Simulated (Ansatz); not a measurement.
# CH4BFOSi (SMILES O=CB[SiH2]F): r2SCAN/def2-SVP

What is the energy change on altering one bond length of CH4BFOSi at r2SCAN/def2-SVP? 

The calculation is run with Ansatz 0.2.0.

152 further runs of the same task are left out: 152 set aside as unsound or not needed.

**1. The molecule**

CH4BFOSi has 9 atoms, charge 0, and is taken as a singlet. As SMILES, `O=CB[SiH2]F`. Geometry: relaxed at PBE0-D4/def2-TZVP. This is one conformer, not always the lowest.

Bond lengths: O1–C2 1.227 Å, C2–B3 1.522 Å, B3–Si4 2.001 Å, Si4–F5 1.610 Å, C2–H6 1.099 Å, B3–H7 1.195 Å, Si4–H8 1.489 Å, Si4–H9 1.486 Å. Some angles: O1–C2–B3 90.0°, C2–B3–Si4 120.9°, B3–Si4–F5 110.9°, O1–C2–H6 122.9°, B3–C2–H6 147.1°, C2–B3–H7 117.0°, Si4–B3–H7 122.0°, B3–Si4–H8 109.8°, B3–Si4–H9 112.6°, F5–Si4–H8 107.4°.

**2. The energy at r2SCAN/def2-SVP**

The input, job.yaml:

```yaml
crystal:
  periodic: [false, false, false]
  atoms:
    - {symbol: O, position_ang: [-0.789500, 0.780400, 1.703800]}
    - {symbol: C, position_ang: [-0.128300, 1.442100, 0.910400]}
    - {symbol: B, position_ang: [0.628100, 0.188700, 0.495800]}
    - {symbol: Si, position_ang: [-0.077200, -1.007600, -0.945000]}
    - {symbol: F, position_ang: [-1.360800, -0.349200, -1.659700]}
    - {symbol: H, position_ang: [-0.262400, 2.525000, 0.778500]}
    - {symbol: H, position_ang: [1.608700, -0.084900, 1.121700]}
    - {symbol: H, position_ang: [0.964000, -1.202600, -1.991900]}
    - {symbol: H, position_ang: [-0.494200, -2.338100, -0.430900]}
basis:
  gaussian:
    orbitals: def2-SVP
hamiltonian:
  xc: {name: r2SCAN}
accuracy: high
output:
  orbitals: {seedname: orbitals}
```

Launch:

```
$ ansatz run job.yaml --threads 1 --pin off --max-ram 3480MiB --events-out events.jsonl --progress --plain --runs-dir runs
```

What it wrote:

```text
Warning: RAYON_NUM_THREADS=1 ignored (pool sized by the plan → 1); use --threads N
Functional definition: r2SCAN
  name "r2SCAN"
  parameter k0 = 0.174
  parameter k1 = 0.065
  parameter a1 = 4.9479
  exchange = r2scan_x(k0 = k0, k1 = k1, a1 = a1)
  correlation = r2scan_c
2118 factors; integrals over basis functions are off by at most 3.7e-9 eV
mean field evaluation 1: about -14404.9620 eV, gradient 4.1e1 eV
mean field evaluation 2: about -14396.8538 eV, gradient 7.7e1 eV
mean field evaluation 4: about -14408.1765 eV, gradient 5.1e0 eV
mean field evaluation 8: about -14408.2232 eV, gradient 5.2e-1 eV
mean field evaluation 16: about -14408.2240 eV, gradient 5.6e-5 eV
mean field -14408.22398904 eV, -529.4924653522 hartree, gradient 8.4e-8 eV, S^2 0.000000; 0 other end points of the search recorded, 0 dependent functions left out
reference -14408.22398982 eV, -529.4924653808 hartree; 23, 23 occupied and 71, 71 virtual orbitals, 2118 factors
Total energy: -14408.22398982 eV, -529.4924653808 hartree
```

It took 13 s on 1 thread of Arm Neoverse V2, shared host; peak memory 0.3 GiB.

**3. The distorted shape**

The input, molecule.yaml:

```yaml
basis:
  gaussian:
    orbitals: def2-SVP
crystal:
  periodic: [false, false, false]
  atoms:
    - {symbol: O, position_ang: [-0.596987, 0.681654, 1.810990]}
    - {symbol: C, position_ang: [0.064213, 1.343354, 1.017590]}
    - {symbol: B, position_ang: [0.820613, 0.089954, 0.602990]}
    - {symbol: Si, position_ang: [0.115313, -1.106346, -0.837810]}
    - {symbol: F, position_ang: [-1.360800, -0.349200, -1.659700]}
    - {symbol: H, position_ang: [-0.069887, 2.426254, 0.885690]}
    - {symbol: H, position_ang: [1.801213, -0.183646, 1.228890]}
    - {symbol: H, position_ang: [1.156513, -1.301346, -1.884710]}
    - {symbol: H, position_ang: [-0.301687, -2.436846, -0.323710]}
hamiltonian:
  xc: r2scan
output:
  orbitals: {seedname: orbitals}
total_charge: 0
accuracy: high
```

Launch:

```
$ ansatz run molecule.yaml --threads 1 --pin off --max-ram 3480MiB --events-out events.jsonl --progress --plain --runs-dir runs
```

What it wrote:

```text
Warning: RAYON_NUM_THREADS=1 ignored (pool sized by the plan → 1); use --threads N
Functional definition: r2SCAN
  name "r2SCAN"
  parameter k0 = 0.174
  parameter k1 = 0.065
  parameter a1 = 4.9479
  exchange = r2scan_x(k0 = k0, k1 = k1, a1 = a1)
  correlation = r2scan_c
2109 factors; integrals over basis functions are off by at most 8.3e-9 eV
mean field evaluation 1: about -14404.1626 eV, gradient 4.3e1 eV
mean field evaluation 2: about -14391.3552 eV, gradient 9.3e1 eV
mean field evaluation 4: about -14407.5869 eV, gradient 8.8e0 eV
mean field evaluation 8: about -14407.7249 eV, gradient 7.6e-1 eV
mean field evaluation 16: about -14407.7266 eV, gradient 7.1e-5 eV
mean field -14407.72660839 eV, -529.4741869505 hartree, gradient 4.1e-8 eV, S^2 0.000000; 0 other end points of the search recorded, 0 dependent functions left out
reference -14407.72660914 eV, -529.4741869780 hartree; 23, 23 occupied and 71, 71 virtual orbitals, 2109 factors
Total energy: -14407.72660914 eV, -529.4741869780 hartree
```

It took 13 s on 1 thread of Arm Neoverse V2, shared host; peak memory 0.3 GiB.

**4. What came out**

Level: r2SCAN/def2-SVP.

```
                                                          quantity          value
                                         first shape: total energy  -529.49247 Eh
                                          first shape: HOMO energy       -7.04 eV
                                          first shape: LUMO energy       -2.76 eV
                                        first shape: HOMO–LUMO gap        4.28 eV
                                     distorted shape: total energy  -529.47419 Eh
                                      distorted shape: HOMO energy       -7.21 eV
                                      distorted shape: LUMO energy       -2.88 eV
                                    distorted shape: HOMO–LUMO gap        4.33 eV
energy change with the Si4–F5 bond stretched from 1.610 to 1.851 Å       0.497 eV
```

What this shows: With the Si4–F5 bond stretched from 1.610 to 1.851 Å the energy rises by 0.50 eV (48.0 kJ/mol). The first shape isn't relaxed at this level, so the change isn't measured from a minimum.
